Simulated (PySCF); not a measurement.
# VH: from the state search to spectroscopic constants

An exercise on one series of results from a longer session: the logs are not shown, and one member is left open.

Computed with PySCF 2.14.0. Level: V x2c-TZVPPall, H x2c-TZVPPall, spin-free X2C with a Gaussian nucleus.

The first run:

The job is set up so:

| Quantity | Value |
| --- | --- |
| atoms | V, H |
| charge | 0 |
| basis | V x2c-TZVPPall, H x2c-TZVPPall |
| Hamiltonian | spin-free X2C with a Gaussian nucleus |
| basis functions | 78 |
| electrons treated | 24 |
| masses in u | 50.9440, 1.0078 |
| levels | PBE0, PBE, r²SCAN, PW91, B97-3, revPBE, M06-2X, ωB97X, HF, MP2, SCS-MP2, CCSD, CCSD(T) |
| grid | 80 radial by 434 angular points |
| occupations | held fixed by the projection of orbital angular momentum |
| dissociation limit | V + H, each in its ground configuration |
| starting distance in angstrom | 1.550 |
| values of 2S to try | 0, 2, 4, 6 |

Started as:

```bash
$ OMP_NUM_THREADS=1 python dia.py task.json out
```

Steps of the session up to this table: Input; PBE0 along the bond; Excited determinants; PBE (GGA); r²SCAN; PW91 (GGA); B97-3; revPBE (GGA); M06-2X (hybrid meta-GGA); ωB97X (range-separated hybrid); UHF; MP2 and coupled cluster.

One of the session's tables, all rows but one given; the rest of the session is left out.

It belongs to the step «Constants by level of theory». 

```
      level  Re (Å)  ωe (cm⁻¹)  De (eV)
        UHF   1.790       1544     1.82
    UHF-MP2   1.663       1657     2.19
UHF-SCS-MP2   1.699       1617     2.06
   UHF-CCSD       ?          ?        ?
UHF-CCSD(T)   1.681       1669     2.40
        PBE   1.675       1638     3.30
     revPBE   1.682       1621     3.28
       PW91   1.672       1646     3.36
     r²SCAN   1.680       1656     3.32
       PBE0   1.680       1660     2.94
      B97-3   1.696       1623     2.61
     M06-2X   1.698       1585     2.32
      ωB97X   1.694       1652     2.47
```

**Question.** Estimate the row for UHF-CCSD.

The run gave: Re (Å): 1.688; ωe (cm⁻¹): 1667; De (eV): 2.40. In the column «Re (Å)» it lies between revPBE (1.682) and ωB97X (1.694).

De is counted to V + H in their ground configurations.

Limits of these values: The state is the lowest single determinant that the PBE0 search found; with open d or f shells the true ground state can be another one.
